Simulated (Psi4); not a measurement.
# triplet MoH2O4 at 3 levels

Wanted: a comparison of 3 runs (U-r2SCAN/def2-SVP, U-revPBE/def2-SVP, UBLYP/def2-SVP) of triplet MoH2O4. 

The calculation is run with Psi4 1.11.

4 further runs of the same task are left out: 2 that didn't finish, 2 set aside as unsound or not needed.

### 1 Starting point

MoH2O4 has 7 atoms, charge 0, and is taken as a triplet. SMILES of the parent species: `[O]=[Mo](=[O])([OH])[OH]`. The shape is that of a PBE0-D4/def2-TZVP optimisation. This is one conformer, not always the lowest. That shape belongs to the parent species and isn't relaxed for this state.

Bond lengths: O1–Mo2 1.675 Å, Mo2–O3 1.675 Å, Mo2–O4 1.869 Å, Mo2–O5 1.869 Å, O4–H6 0.961 Å, O5–H7 0.961 Å. Angles: O1–Mo2–O3 109.2°, O1–Mo2–O4 108.8°, O1–Mo2–O5 110.0°, O3–Mo2–O4 110.0°, O3–Mo2–O5 108.8°, O4–Mo2–O5 110.1°, Mo2–O4–H6 123.2°, Mo2–O5–H7 123.3°.

### 2 Energy and gradient at U-r2SCAN/def2-SVP (core potential) (run 1)

The input, run.py:

```python
import psi4

psi4.set_memory(2200000000)
psi4.set_num_threads(1)
psi4.set_output_file('h2moo4.out', False)

geom = psi4.geometry("""
0 3
O      0.09938070    -3.58989382    -0.44801627
Mo     0.17965626    -0.54299390     0.40899343
O      1.19691473    -0.32862337     3.39961730
O     -3.07713554     0.79939195     0.14101136
O      2.40199308     1.24155006    -1.67834136
H     -3.83623852     1.83394141     1.42547711
H      3.03542928     0.58666548    -3.24876046
units au
symmetry c1
""")

psi4.set_options({
    'reference': 'uks',
    'puream': True,
    'e_convergence': 1e-09,
    'd_convergence': 1e-08,
    'scf_type': 'pk',
    'dft_radial_points': 99,
    'dft_spherical_points': 590,
    'maxiter': 100,
})

e, wfn = psi4.gradient('r2scan/def2-SVP', return_wfn=True)
psi4.oeprop(wfn, 'QUADRUPOLE', 'DIPOLE', 'WIBERG_LOWDIN_INDICES', title='R2SCAN')
print('gradient / Eh bohr^-1')
print(e.np.round(6))
print(f'energy = {wfn.energy():.10f} Eh')
```

On the command line:

```console
$ python run.py
```

h2moo4.out:

```text
[...]
    !!!  WARNING: ECP capability is in beta. Please check occupations closely.  !!!
[...]
  Running in c1 symmetry.
[...]
  Nuclear repulsion =  226.529775216206133
[...]
  Multiplicity = 3
[...]
  Nalpha       = 25
  Nbeta        = 23
[...]
    Number of basis functions: 97
[...]
   @UKS iter   1:  -369.20724141351724   -6.14200e-02   1.41305e-02 DIIS/ADIIS
[...]
   @UKS iter  26:  -369.97217521713213   -1.13687e-12   5.56131e-09 DIIS
[...]
   @S^2 Observed:                2.022761277E+00
[...]
    Orbital Energies [Eh]
    ---------------------
    Alpha Occupied:
       1A    -19.023061     2A    -19.023058     3A    -18.979991
       4A    -18.979979     5A     -2.597682     6A     -1.631329
       7A     -1.620366     8A     -1.602986     9A     -0.943055
      10A     -0.935695    11A     -0.920640    12A     -0.911482
      13A     -0.489655    14A     -0.487577    15A     -0.444774
      16A     -0.411577    17A     -0.401939    18A     -0.382311
      19A     -0.368845    20A     -0.365114    21A     -0.330060
      22A     -0.316135    23A     -0.310210    24A     -0.296329
      25A     -0.114290
    Alpha Virtual:
[...]
  @UKS Final Energy:  -369.97217521713213
   => Energetics <=
    Nuclear Repulsion Energy =            226.5297752162061329
    One-Electron Energy =                -982.4634471461286012
    Two-Electron Energy =                 428.8432236676234197
    DFT Exchange-Correlation Energy =     -42.8817269548331268
    Empirical Dispersion Energy =           0.0000000000000000
    VV10 Nonlocal Energy =                  0.0000000000000000
    Total Energy =                       -369.9721752171321327
[...]
  -Total Gradient:
     Atom            X                  Y                   Z
    ------   -----------------  -----------------  -----------------
       1        0.005590013626     0.117573001546     0.018656196185
       2        0.034858242751    -0.105357709800     0.079370514173
       3       -0.045705174324     0.003692588131    -0.110005777635
       4        0.010468089006     0.000514001404     0.015744057217
       5       -0.004626841984    -0.018184776373    -0.002444558642
       6        0.002951556095    -0.003562810195    -0.007967476437
       7       -0.003530531287     0.005309826037     0.006659314771
[...]
 Multipole Moments:
 ------------------------------------------------------------------------------------
     Multipole            Electronic (a.u.)      Nuclear  (a.u.)        Total (a.u.)
 ------------------------------------------------------------------------------------
 L = 1.  Multiply by 2.5417464519 to convert [e a0] to [Debye]
 Dipole X            :          1.0269091           -1.1409003           -0.1139912
 Dipole Y            :         -3.1031024            3.4477678            0.3446653
 Dipole Z            :          2.3371666           -2.5967997           -0.2596331
 Magnitude           :                                                    0.4463155
 L = 2.  Multiply by 1.3450342976 to convert [e a0^2] to [Debye ang]
 Quadrupole XX       :       -188.2847202          156.9254299          -31.3592903
 Quadrupole XY       :          3.1455509           -5.7113317           -2.5657808
[...]
```

Standard output:

```text
gradient / Eh bohr^-1
[[ 0.00559   0.117573  0.018656]
 [ 0.034858 -0.105358  0.079371]
 [-0.045705  0.003693 -0.110006]
 [ 0.010468  0.000514  0.015744]
 [-0.004627 -0.018185 -0.002445]
 [ 0.002952 -0.003563 -0.007967]
 [-0.003531  0.00531   0.006659]]
energy = -369.9721752171 Eh
```

Wall time 69 s (1 thread of Intel Xeon 6975P-C (Granite Rapids), shared host); peak memory 1.1 GiB.

### 3 Energy and forces at U-revPBE/def2-SVP (core potential) (run 2)

The input, job.json:

```json
{
 "schema_name": "qcschema_input",
 "schema_version": 1,
 "molecule": {
  "schema_name": "qcschema_molecule",
  "schema_version": 2,
  "symbols": ["O", "Mo", "O", "O", "O", "H", "H"],
  "geometry": [0.0993807, -3.58989382, -0.44801627, 0.17965626, -0.5429939, 0.40899343, 1.19691473, -0.32862337, 3.3996173, -3.07713554, 0.79939195, 0.14101136, 2.40199308, 1.24155006, -1.67834136, -3.83623852, 1.83394141, 1.42547711, 3.03542928, 0.58666548, -3.24876046],
  "molecular_charge": 0,
  "molecular_multiplicity": 3,
  "fix_symmetry": "c1"
 },
 "driver": "gradient",
 "model": {
  "method": "revpbe",
  "basis": "def2-SVP"
 },
 "keywords": {
  "reference": "uks",
  "puream": true,
  "e_convergence": 1e-09,
  "d_convergence": 1e-08,
  "scf_type": "pk",
  "dft_radial_points": 99,
  "dft_spherical_points": 590,
  "maxiter": 100,
  "scf_properties": ["QUADRUPOLE", "DIPOLE", "MULLIKEN_CHARGES"]
 }
}
```

On the command line:

```console
$ psi4 --qcschema job.json -n 1 --memory 2200MB
```

stdout (excerpt; [...] marks lines left out):

```text
[...]
  Running in c1 symmetry.
[...]
  Nuclear repulsion =  226.529775216206133
[...]
  Multiplicity = 3
[...]
  Nalpha       = 25
  Nbeta        = 23
[...]
    Number of basis functions: 97
[...]
   @UKS iter   1:  -369.21224500480884    9.09481e-02   1.48598e-02 DIIS/ADIIS
[...]
   @UKS iter  24:  -370.04995045603442   -4.37694e-12   9.15321e-09 DIIS
[...]
   @S^2 Observed:                2.010105956E+00
[...]
  @UKS Final Energy:  -370.04995045603442
   => Energetics <=
    Nuclear Repulsion Energy =            226.5297752162061329
    One-Electron Energy =                -982.4933451222265148
    Two-Electron Energy =                 428.8605091385713877
    DFT Exchange-Correlation Energy =     -42.9468896885853866
    Empirical Dispersion Energy =           0.0000000000000000
    VV10 Nonlocal Energy =                  0.0000000000000000
    Total Energy =                       -370.0499504560344235
[...]
 Multipole Moments:
[...]
  Mulliken Charges: (a.u.)
   Center  Symbol    Alpha    Beta     Spin     Total
       1     O     4.45735  3.79946  0.65789 -0.25682
       2    MO     6.86881  6.22519  0.64362  0.90599
       3     O     4.45738  3.79944  0.65793 -0.25682
       4     O     4.19688  4.19553  0.00135 -0.39242
       5     O     4.19689  4.19553  0.00135 -0.39242
       6     H     0.41134  0.39242  0.01893  0.19624
       7     H     0.41134  0.39242  0.01892  0.19624
   Total alpha = 25.00000, Total beta = 23.00000, Total charge =  0.00000
[...]
  -Total Gradient:
     Atom            X                  Y                   Z
    ------   -----------------  -----------------  -----------------
       1        0.005752510466     0.126539291811     0.023420037407
       2        0.034227324728    -0.103454366250     0.077933172898
       3       -0.047967314005     0.001077113362    -0.119549891927
       4        0.015866410861     0.001444001577     0.022037537151
       5       -0.007817769778    -0.025788780110    -0.003710345518
       6        0.006661258688    -0.008449307659    -0.014346568110
       7       -0.006723064763     0.008634428516     0.014214538385
[...]
```

The result, in JSON:

```text
{
 "driver": "gradient",
 "model": {
  "method": "revpbe",
  "basis": "def2-SVP"
 },
 "success": true,
 "return_result": [0.005752510466264798, 0.1265392918110821, 0.023420037406587074, 0.03422732472772864, -0.10345436624977834, 0.07793317289779744, -0.047967314004817685, 0.0010771133624407764, -0.11954989192650706, 0.015866410861058514, 0.0014440015771769177, 0.022037537150611686, -0.00781776977808188, -0.025788780109731818, -0.0037103455176725753, 0.006661258688020283, -0.008449307659454702, -0.01434656810995849, -0.00672306476279283, 0.008634428515863712, 0.014214538385405817],
 "properties": {
  "calcinfo_nbasis": 97,
  "calcinfo_nmo": 97,
  "calcinfo_nalpha": 25,
  "calcinfo_nbeta": 23,
  "calcinfo_natom": 7,
  "nuclear_repulsion_energy": 226.52977521620613,
  "return_energy": -370.0499504560344,
  "return_gradient": [0.005752510466264798, 0.1265392918110821, 0.023420037406587074, 0.03422732472772864, -0.10345436624977834, 0.07793317289779744, -0.047967314004817685, 0.0010771133624407764, -0.11954989192650706, 0.015866410861058514, 0.0014440015771769177, 0.022037537150611686, -0.00781776977808188, -0.025788780109731818, -0.0037103455176725753, 0.006661258688020283, -0.008449307659454702, -0.01434656810995849, -0.00672306476279283, 0.008634428515863712, 0.014214538385405817],
  "scf_one_electron_energy": -982.4933451222265,
  "scf_two_electron_energy": 428.8605091385714,
  "scf_xc_energy": -42.94688968858539,
  "scf_dipole_moment": [-0.1107070914598356, 0.33472383427185814, -0.25215643964749335],
  "scf_total_energy": -370.0499504560344,
  "scf_total_gradient": [0.005752510466264798, 0.1265392918110821, 0.023420037406587074, 0.03422732472772864, -0.10345436624977834, 0.07793317289779744, -0.047967314004817685, 0.0010771133624407764, -0.11954989192650706, 0.015866410861058514, 0.0014440015771769177, 0.022037537150611686, -0.00781776977808188, -0.025788780109731818, -0.0037103455176725753, 0.006661258688020283, -0.008449307659454702, -0.01434656810995849, -0.00672306476279283, 0.008634428515863712, 0.014214538385405817],
  "scf_iterations": 24
 }
}
```

Run time: 30 s. Hardware: 1 thread of Intel Xeon 6975P-C (Granite Rapids), shared host; peak memory 1.2 GiB.

### 4 Energy and forces at UBLYP/def2-SVP (core potential) (run 3)

The input, input.inp:

```
memory 2200 mb

molecule mol {
  0 3
  O      0.09938070    -3.58989382    -0.44801627
  Mo     0.17965626    -0.54299390     0.40899343
  O      1.19691473    -0.32862337     3.39961730
  O     -3.07713554     0.79939195     0.14101136
  O      2.40199308     1.24155006    -1.67834136
  H     -3.83623852     1.83394141     1.42547711
  H      3.03542928     0.58666548    -3.24876046
  units au
  symmetry c1
  no_reorient
  no_com
}

set globals {
  basis def2-SVP
  reference uks
  puream true
  e_convergence 1e-09
  d_convergence 1e-08
  scf_type pk
  dft_radial_points 99
  dft_spherical_points 590
  maxiter 100
}

e, wfn = gradient("blyp", return_wfn=True)
oeprop(wfn, "DIPOLE", "MULLIKEN_CHARGES", "WIBERG_LOWDIN_INDICES", title="BLYP")
```

On the command line:

```console
$ psi4 -n 1 input.inp input.out
```

input.out (excerpt; [...] marks lines left out):

```text
[...]
  Running in c1 symmetry.
[...]
  Nuclear repulsion =  226.529775216206161
[...]
  Multiplicity = 3
[...]
  Nalpha       = 25
  Nbeta        = 23
[...]
    Number of basis functions: 97
[...]
   @UKS iter   1:  -369.07697643918266    2.22612e-01   1.58976e-02 DIIS/ADIIS
[...]
   @UKS iter  25:  -370.03035457705312   -6.25278e-13   4.93510e-09 DIIS
[...]
   @S^2 Observed:                2.010002833E+00
[...]
  @UKS Final Energy:  -370.03035457705312
   => Energetics <=
    Nuclear Repulsion Energy =            226.5297752162061613
    One-Electron Energy =                -982.5563231869878109
    Two-Electron Energy =                 428.9388320866030426
    DFT Exchange-Correlation Energy =     -42.9426386928745316
    Empirical Dispersion Energy =           0.0000000000000000
    VV10 Nonlocal Energy =                  0.0000000000000000
    Total Energy =                       -370.0303545770531173
[...]
  -Total Gradient:
     Atom            X                  Y                   Z
    ------   -----------------  -----------------  -----------------
       1        0.005658872277     0.134995961287     0.025727133662
       2        0.035940435021    -0.108634370150     0.081834728360
       3       -0.050536527495     0.000671235792    -0.127920825542
       4        0.017542407770     0.001090272539     0.022624667566
       5       -0.008961049930    -0.027045688553    -0.003084270026
       6        0.008092138076    -0.009692557241    -0.015224379437
       7       -0.007737302918     0.008618669733     0.016040554059
[...]
 Multipole Moments:
 ------------------------------------------------------------------------------------
     Multipole            Electronic (a.u.)      Nuclear  (a.u.)        Total (a.u.)
 ------------------------------------------------------------------------------------
[...]
  Mulliken Charges: (a.u.)
   Center  Symbol    Alpha    Beta     Spin     Total
       1     O     4.44756  3.78816  0.65940 -0.23572
       2    MO     6.90371  6.27397  0.62974  0.82232
       3     O     4.44758  3.78814  0.65944 -0.23572
       4     O     4.18736  4.18186  0.00550 -0.36921
       5     O     4.18736  4.18185  0.00550 -0.36921
       6     H     0.41321  0.39301  0.02021  0.19378
       7     H     0.41321  0.39301  0.02020  0.19378
   Total alpha = 25.00000, Total beta = 23.00000, Total charge = -0.00000
  Wiberg Bond Indices using Orthogonal Lowdin Orbitals:
[...]
```

Wall time 30 s (1 thread of Intel Xeon 6975P-C (Granite Rapids), shared host); peak memory 1.2 GiB.

### 5 The series

```
run                               level  energy (Eh)  dipole moment (D)  HOMO energy (eV)   ⟨S²⟩  wall time
  1  U-r2SCAN/def2-SVP (core potential)  -369.972175               1.13             -3.11  2.023       69 s
  2  U-revPBE/def2-SVP (core potential)  -370.049950               1.10             -2.66  2.010       30 s
  3     UBLYP/def2-SVP (core potential)  -370.030355               1.13             -2.58  2.010       30 s
```

### 6 Summary of results

| quantity | value |
| --- | --- |
| run 3: total energy | -370.03035 Eh |
| run 3: dipole moment | 1.13 D |
| run 3: HOMO energy (highest over α and β) | -2.58 eV |
| run 3: ⟨S²⟩ | 2.010 |
| run 3: largest force on an atom | 7.234 eV/Å |

**Reading.** The dipole moment (its size) runs from 1.10 D (U-revPBE/def2-SVP) to 1.13 D (U-r2SCAN/def2-SVP). Totals of different functionals can't be ranked against each other. All runs together took 2.2 min, the longest 69 s.
